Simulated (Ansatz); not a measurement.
# Isostructural Ca3AsP, Ca3SbP, Ca3BiP: table of trends from a Python script

Wanted for isostructural Ca3AsP, Ca3SbP, Ca3BiP: a table of trends.

All numbers are computed with Ansatz 0.2.0 through its Python package. Level of theory: DFT LDA, plane waves, PAW.

### 1 The system

Ca3AsP Pm-3m: Symmetry: Pm-3m, No. 221, cubic system. Conventional cell: a = 5.334 Å, b = 5.334 Å, c = 5.334 Å, α = 90.00°, β = 90.00°, γ = 90.00°. Around Ca (site symmetry 4/mmm) lie 2 P at 2.67 Å and 8 Ca at 3.77 Å and 4 As at 3.77 Å. Around P (site symmetry m-3m) lie 6 Ca at 2.67 Å. As (site symmetry m-3m) is surrounded by 12 Ca at 3.77 Å.

Ca3SbP Pm-3m: The structure is cubic, space group Pm-3m (No. 221). The conventional cell has a = 5.382 Å, b = 5.382 Å, c = 5.382 Å, α = 90.00°, β = 90.00°, γ = 90.00°. Ca (site symmetry 4/mmm) is surrounded by 2 P at 2.69 Å. Around Sb (site symmetry m-3m) lie 12 Ca at 3.81 Å. P (site symmetry m-3m) has 6 Ca at 2.69 Å as nearest neighbours.

Ca3BiP Pm-3m: It takes space group Pm-3m (No. 221, cubic). The conventional cell has a = 5.417 Å, b = 5.417 Å, c = 5.417 Å, α = 90.00°, β = 90.00°, γ = 90.00°. Ca (site symmetry 4/mmm) has 2 P at 2.71 Å as nearest neighbours. Around Bi (site symmetry m-3m) lie 12 Ca at 3.83 Å. P (site symmetry m-3m) has 6 Ca at 2.71 Å as nearest neighbours.

The script holds or builds the structure itself.

### 2 The code

ca3asp_trend.py reads:

```python
"""Trends along isostructural compounds in space group Pm-3m, after relaxing atoms and volume at fixed cell shape."""

import warnings

import ansatz as az
import numpy as np

PHASES = {
    "Ca3AsP": (
        [(5.333899, 0.0, 0.0), (0.0, 5.333899, 0.0), (0.0, 0.0, 5.333899)],
        [
            ("Ca", (0.0, 0.5, 0.5)),
            ("Ca", (0.5, 0.0, 0.5)),
            ("Ca", (0.5, 0.5, 0.0)),
            ("P", (0.5, 0.5, 0.5)),
            ("As", (0.0, 0.0, 0.0)),
        ],
    ),
    "Ca3SbP": (
        [(5.382444, 0.0, 0.0), (0.0, 5.382444, 0.0), (0.0, 0.0, 5.382444)],
        [
            ("Ca", (0.0, 0.5, 0.5)),
            ("Ca", (0.5, 0.0, 0.5)),
            ("Ca", (0.5, 0.5, 0.0)),
            ("Sb", (0.0, 0.0, 0.0)),
            ("P", (0.5, 0.5, 0.5)),
        ],
    ),
    "Ca3BiP": (
        [(5.417466, 0.0, 0.0), (0.0, 5.417466, 0.0), (0.0, 0.0, 5.417466)],
        [
            ("Ca", (0.0, 0.5, 0.5)),
            ("Ca", (0.5, 0.0, 0.5)),
            ("Ca", (0.5, 0.5, 0.0)),
            ("Bi", (0.0, 0.0, 0.0)),
            ("P", (0.5, 0.5, 0.5)),
        ],
    ),
}


def build(vectors, sites):
    crystal = az.Crystal(lattice=az.Lattice.of(vectors))
    for symbol, position in sites:
        crystal = crystal.atom(symbol, position)
    return crystal


def ground_state(name, crystal):
    calc = (
        crystal.calculation()
        .functional("LDA")
        .basis(520)
        .kpoints(spacing=0.15)
        .occupations("fermi_dirac", width=0.02)
        .stress()
        .band_table()
    )
    calc = calc.relax(force_tolerance=0.02, fix_cell=["shape"])
    return calc.run()


def volume_per_atom(outcome):
    return abs(np.linalg.det(outcome.lattice.cell_ang)) / len(outcome.lattice.sites)


def gap_ev(outcome):
    # nan where the run reports no band edges: a metal, overlapping bands, or a gap that is small against the smearing
    edges = outcome.report.get("band_edges_ev")
    return edges[1] - edges[0] if edges else float("nan")

warnings.simplefilter("ignore", az.DeckWarning)

phases = {name: build(*cell) for name, cell in PHASES.items()}

done = {}
for name, crystal in phases.items():
    done[name] = ground_state(name, crystal)
    print(f"{name}: {done[name].report['energy_sigma0_ev']:.4f} eV, {len(done[name].lattice.sites)} atoms")

rows = [(name, volume_per_atom(o), gap_ev(o)) for name, o in done.items()]
print("  compound  V (A^3/atom)  gap on mesh (eV)")
for row in rows:
    print(f"{str(row[0]):>10}  {row[1]:12.3f}  {row[2]:16.2f}")
```

### 3 The calls as engine input

The engine receives this input (first run):

```yaml
crystal:
  lattice:
    - [5.333899, 0.0, 0.0]
    - [0.0, 5.333899, 0.0]
    - [0.0, 0.0, 5.333899]
  atoms:
    - { symbol: Ca, position: [0.0, 0.5, 0.5] }
    - { symbol: Ca, position: [0.5, 0.0, 0.5] }
    - { symbol: Ca, position: [0.5, 0.5, 0.0] }
    - { symbol: P, position: [0.5, 0.5, 0.5] }
    - { symbol: As, position: [0.0, 0.0, 0.0] }
basis:
  ecutwfc: 520.0
kpoints:
  mp_grid:
    kspacing: 0.15
hamiltonian:
  xc: lda
scf:
  occupations:
    method: fermi_dirac
    width: 0.02
relax:
  f_tol: 0.02
  cell:
    fix: [shape]
output:
  stress: true
  eigenvalues: true
```

### 4 The run

Launch:

```bash
$ python ca3asp_trend.py
```

Q: Predict the main results. Wanted: Ca3AsP; Ca3SbP; Ca3BiP.

The runs gave:

| quantity | value |
| --- | --- |
| runs compared | 3 |
| Ca3AsP (run 1): relaxed volume, space group | 28.17 Å³/atom, Pm-3m |
| Ca3SbP (run 2): relaxed volume, space group | 28.96 Å³/atom, Pm-3m |
| Ca3BiP (run 3): relaxed volume, space group | 29.48 Å³/atom, Pm-3m |

By relaxed volume an atom the order is Ca3AsP (run 1) < Ca3SbP (run 2) < Ca3BiP (run 3). In run 1, the volume shrank by 7.2 % over 2 moves, and the space group stayed Pm-3m. In run 3, the volume shrank by 7.3 % over 2 moves, and the space group stayed Pm-3m. What to keep in mind:
- Spin-orbit coupling, left out here, can change this gap by several tenths of an eV, and inverted bands can meet off the mesh.
- Atoms and volume are relaxed with the cell's shape held, which in cells of lower than cubic symmetry can hide stresses and shift volumes.
- Some members of the series are computed structures and not known phases.
